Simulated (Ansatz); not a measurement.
**CH4SSn: energy of protonation at one site**

Aim: the energy of protonation at one site, for CH4SSn, run from a script. SMILES: [CH3][Sn][SH].

Program: Ansatz 0.2.0 through its Python package. Level of theory: MP2/def2-SVP. These are calculated values, not measurements.

## Step 1: The system

Bond lengths: C1–Sn2 2.095 Å, Sn2–S3 2.399 Å, C1–H4 1.062 Å, C1–H5 1.109 Å, C1–H6 1.182 Å, S3–H7 1.428 Å. Angles: C1–Sn2–S3 107.4°, Sn2–C1–H4 111.9°, Sn2–C1–H5 113.6°, Sn2–C1–H6 109.8°, H4–C1–H5 107.1°, H4–C1–H6 108.1°, H5–C1–H6 106.0°, Sn2–S3–H7 93.0°.

No structure file is read: the coordinates are typed or built in the script.

## Step 2: Script

Contents of pa_ch4ssn.py:

```python
"""Adding a proton to CH4SSn."""

import ansatz
import numpy as np

geometry_ang = [
    ("C", [-0.7854, 0.6625, -0.31]),
    ("Sn", [0.1028, -0.0776, 1.4374]),
    ("S", [1.4287, -1.9781, 0.8183]),
    ("H", [-1.4014, -0.0645, -0.7798]),
    ("H", [-0.0534, 1.0085, -1.0673]),
    ("H", [-1.456, 1.6009, -0.0518]),
    ("H", [2.2259, -1.2196, -0.0925]),
]
molecule = ansatz.Crystal.molecule()
for symbol, xyz in geometry_ang:
    molecule = molecule.atom(symbol, xyz)

calculation = molecule.calculation().basis(gaussian="def2-SVP").correlation("mp2")
symbols = [site.symbol for site in molecule.cartesian_sites]
start = np.array([site.position_ang for site in molecule.cartesian_sites], dtype=float)
r = calculation.relax(force_tolerance=0.01).run().report
end = np.array(r["positions_ang"])

# put the proton on the side away from the neighbours, slightly off axis
away = sum((end[2] - end[j]) / np.linalg.norm(end[2] - end[j]) for j in [1, 6]) + np.array([0.15, 0.1, -0.2])
proton = end[2] + 1.4 * away / np.linalg.norm(away)
acid = ansatz.Crystal.molecule()
for symbol, place in zip(symbols, end):
    acid = acid.atom(symbol, place.tolist())
acid = acid.atom("H", proton.tolist())
protonated = (
    acid.calculation()
    .basis(gaussian="def2-SVP")
    .correlation("mp2")
    .charge(1)
    .relax(force_tolerance=0.01, max_steps=80)
)
after = protonated.run().report
xyz = np.array(after["positions_ang"])
reach = np.linalg.norm(xyz[:-1] - xyz[-1], axis=1)
print(f"base {r['free_energy_ev']:.5f} eV, protonated {after['free_energy_ev']:.5f} eV")
print(f"the proton ends {reach.min():.3f} A from {symbols[reach.argmin()]}{reach.argmin()}")
print(f"electronic proton affinity {(r['free_energy_ev'] - after['free_energy_ev']):.3f} eV")
```

## Step 3: What the engine is handed

The engine receives this input (first run):

```yaml
crystal:
  periodic: [false, false, false]
  atoms:
    - { symbol: C, position_ang: [-0.7854, 0.6625, -0.31] }
    - { symbol: Sn, position_ang: [0.1028, -0.0776, 1.4374] }
    - { symbol: S, position_ang: [1.4287, -1.9781, 0.8183] }
    - { symbol: H, position_ang: [-1.4014, -0.0645, -0.7798] }
    - { symbol: H, position_ang: [-0.0534, 1.0085, -1.0673] }
    - { symbol: H, position_ang: [-1.456, 1.6009, -0.0518] }
    - { symbol: H, position_ang: [2.2259, -1.2196, -0.0925] }
basis:
  gaussian:
    orbitals: def2-SVP
correlation:
  method: mp2
relax:
  f_tol: 0.01
```

## Step 4: Running it

The run is started by

```console
$ python pa_ch4ssn.py
```

Without the output at hand: what should come out? Wanted: electronic proton affinity; moves of the relaxation of run 1; energy gained in run 1; last largest force component of run 1; moves of the relaxation of run 2; energy gained in run 2; last largest force component of run 2.

**Answer**, as computed:

| quantity | value |
| --- | --- |
| electronic proton affinity | 8.957 eV |
| runs compared | 2 |
| moves of the relaxation of run 1 | 14 |
| energy gained in run 1 | 0.742 eV |
| last largest force component of run 1 | 0.0057 eV/Å |
| moves of the relaxation of run 2 | 11 |
| energy gained in run 2 | 1.162 eV |
| last largest force component of run 2 | 0.0050 eV/Å |

What this shows: Run 1: After 14 moves the largest shift is 0.893 Å, of atom 7 (H). So large a move can change the bonding: the results belong to the relaxed structure. Run 2: After 11 moves the largest shift is 0.628 Å, of atom 7 (H). Reading the output:
- The proton is put on one chosen atom, which needn't be the most basic site, so the molecule's proton affinity can be higher; the ends are stationary points, not checked by frequencies, and zero-point and thermal terms count only where printed.
- def2 sets replace the cores of elements past krypton by effective core potentials.
